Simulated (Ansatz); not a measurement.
# BN: the cost of one run

Program: Ansatz 0.2.0. Level of theory: DFT, plane waves, PAW, no spin polarisation. These are calculated values, not measurements.

### 1 The structure to begin with

The cell holds 24 atoms (B12N12): a = 5.105 Å, b = 5.105 Å, c = 7.657 Å, α = 60.00°, β = 60.00°, γ = 60.00°.

The coordinates stand in the first input below.

### 2 Run 1: r2SCAN

input.yaml

```yaml
crystal:
  lattice:
    - [0.0, 3.6096508993, 3.6096508993]
    - [3.6096508993, 0.0, 3.6096508993]
    - [5.414476349, 5.414476349, 0.0]
  atoms:
    - { symbol: B, position: [0.0, 0.0, 0.0] }
    - { symbol: "N", position: [0.125, 0.125, 0.0833333333] }
    - { symbol: B, position: [0.0, 0.0, 0.3333333333] }
    - { symbol: "N", position: [0.125, 0.125, 0.4166666667] }
    - { symbol: B, position: [0.0, 0.0, 0.6666666667] }
    - { symbol: "N", position: [0.125, 0.125, 0.75] }
    - { symbol: B, position: [0.0, 0.5, 0.0] }
    - { symbol: "N", position: [0.125, 0.625, 0.0833333333] }
    - { symbol: B, position: [0.0, 0.5, 0.3333333333] }
    - { symbol: "N", position: [0.125, 0.625, 0.4166666667] }
    - { symbol: B, position: [0.0, 0.5, 0.6666666667] }
    - { symbol: "N", position: [0.125, 0.625, 0.75] }
    - { symbol: B, position: [0.5, 0.0, 0.0] }
    - { symbol: "N", position: [0.625, 0.125, 0.0833333333] }
    - { symbol: B, position: [0.5, 0.0, 0.3333333333] }
    - { symbol: "N", position: [0.625, 0.125, 0.4166666667] }
    - { symbol: B, position: [0.5, 0.0, 0.6666666667] }
    - { symbol: "N", position: [0.625, 0.125, 0.75] }
    - { symbol: B, position: [0.5, 0.5, 0.0] }
    - { symbol: "N", position: [0.625, 0.625, 0.0833333333] }
    - { symbol: B, position: [0.5, 0.5, 0.3333333333] }
    - { symbol: "N", position: [0.625, 0.625, 0.4166666667] }
    - { symbol: B, position: [0.5, 0.5, 0.6666666667] }
    - { symbol: "N", position: [0.625, 0.625, 0.75] }
kpoints:
  mp_grid: { grid: [4, 4, 2] }
hamiltonian:
  xc: r2scan
scf:
  occupations: { method: fermi_dirac, width: 0.112 }
md:
  ensemble: nve
  temperature: 1300
  timestep: 3.0
  n_steps: 40
  initial_velocities: maxwell_boltzmann
  seed: 9475
```

Command:

```
$ ansatz run input.yaml --threads 4 --pin off --max-ram 3686MiB --backend cpu --events-out ev --progress --plain --runs-dir out
```

What time and memory should one allow on 4 threads of Intel Xeon Platinum 8488C (Sapphire Rapids), shared host?

About 3.4 min, with a peak of 1 GiB.
